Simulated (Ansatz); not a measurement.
Working through a comparison of functionals at one structure of GdAlGa, space group P-6m2

Computed with Ansatz's Python interface.

Run as a notebook:

```python
import warnings

import ansatz as az
import numpy as np

warnings.simplefilter("ignore", az.DeckWarning)
```

```python
vectors = np.array([
    [4.44992603, 0.0, 0.0],
    [-2.22496302, 3.85374899, 0.0],
    [0.0, 0.0, 3.714484],
])
system = (
    az.Lattice.of(vectors)
    .atom("Gd", (2 / 3, 1 / 3, 0.0))
    .atom("Al", (0.0, 0.0, 0.5))
    .atom("Ga", (1 / 3, 2 / 3, 0.5))
    .moments(Gd=4.9)
)
```

```python
job = (
    system.calculation()
    .pseudopotentials("paw")
    .kpoints(mesh=(7, 7, 7))
    .occupations("fermi_dirac", width=0.1)
    .spin("collinear")
    .stress()
)
```

```python
rows = []
for value in ["lda", "blyp", "pbesol"]:
    rep = job.functional(value).run(threads=1).report
    rows.append((value, rep["free_energy_ev"] / len(rep["lattice"]["sites"]), rep["n_iterations"], sum(rep["stress_gpa"][i][i] for i in range(3)) / 3, rep["magnetization_mub"], rep["n_kpoints"]))
```

```python
print("  functional   F/atom (eV)    iterations       P (GPa)  moment (muB)      k-points")
for row in rows:
    print(f"{str(row[0]):>12s}  {row[1]:12.5f}  {row[2]:12d}  {row[3]:12.3f}  {row[4]:12.3f}  {row[5]:12d}")
```

      functional   F/atom (eV)    iterations       P (GPa)  moment (muB)      k-points
             lda   -4449.49954            10        -5.218         7.087            32
            blyp   -4562.78135            11         3.340         7.074            32
          pbesol   -4499.17478            10        -2.912         7.113            32

From lowest to highest: LDA (-5.2 GPa), PBEsol (-2.9 GPa) and BLYP (3.3 GPa). At a fixed cell a lower pressure usually means a smaller equilibrium volume, so LDA prefers the smallest cell and BLYP the largest.

Open f shells: without a Hubbard U, without spin-orbit coupling; the state reached hangs on the start and needn't be the lowest. BLYP can be off by several per cent in the lattices of metals, and by several GPa in the pressure at a fixed cell. For a metal this k-point mesh is coarse: on a finer one energies can move by several to tens of meV an atom and pressures by half a GPa or more, differences at one mesh by less. The overall sign of a collinear moment is arbitrary, and semilocal functionals can give small moments to compounds that are paramagnetic. Pressure is positive in compression. This cell is a computed structure, which may not be the phase found in nature. Total energies of different functionals can't be compared; pressures, moments and gaps at this one structure can. Timing: 58 s on 1 thread of Arm Neoverse V1, with other jobs on the host, peak memory 0.54 GiB.
